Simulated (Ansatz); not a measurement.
# HSeO+ (SMILES [OH+]=[Se]): one structure at several levels

The task here is to estimate one member of a computed series from the others.

Method: single points in def2-TZVPP; program: Ansatz 0.2.0, Gaussian basis.

Cores are frozen in the correlated methods. Filled d shells of the heavier atoms are correlated.

## Where the work starts

SMILES `[OH+]=[Se]`, 3 atoms, charge 1, spin multiplicity 1.

Atoms are counted from 1 here; the program's logs count them from 0.

Bond lengths: O1–Se2 1.745 Å, O1–H3 0.960 Å. Angles: Se2–O1–H3 103.2°.

Coordinates:

```xyz
3

O     0.0666   -0.5310   -0.0162
Se    0.6882    1.0202    0.4872
H    -0.7577   -0.3050   -0.4540
```

Set-up of the first run:

Contents of run/in.yaml:

```yaml
crystal:
  periodic: [false, false, false]
  atoms:
    - {symbol: O, position_ang: [0.066640, -0.531000, -0.016235]}
    - {symbol: Se, position_ang: [0.688190, 1.020169, 0.487193]}
    - {symbol: H, position_ang: [-0.757730, -0.304987, -0.454026]}
basis:
  gaussian: {orbitals: def2-TZVPP}
total_charge: 1
hamiltonian: {xc: pbe, dispersion: d4}
output: {forces: true}
```

Command:

```console
$ ansatz run in.yaml --threads 2 --pin off --events-out ev --progress --plain --max-ram 3481MiB
```

Steps of the session up to this table: PBE-D4/def2-TZVPP; r2SCAN-D4/def2-TZVPP; PBE0-D4/def2-TZVPP; wB97M-V/def2-TZVPP; CCSD(T)/def2-TZVPP.

One table of the session follows, with a row left open; its other results are not shown here.

```
   method  RMS force component (eV/Å)  angle to CCSD(T) forces (°)
   PBE-D4                       0.845                         20.0
r2SCAN-D4                       0.932                          2.2
  PBE0-D4                       1.107                         11.9
  wB97M-V                           ?                            ?
  CCSD(T)                       0.846                    reference
```

**Question.** Estimate the row for wB97M-V.

**Answer.** RMS force component (eV/Å): 1.176; angle to CCSD(T) forces (°): 13.5. In the column «RMS force component (eV/Å)» it is the highest.
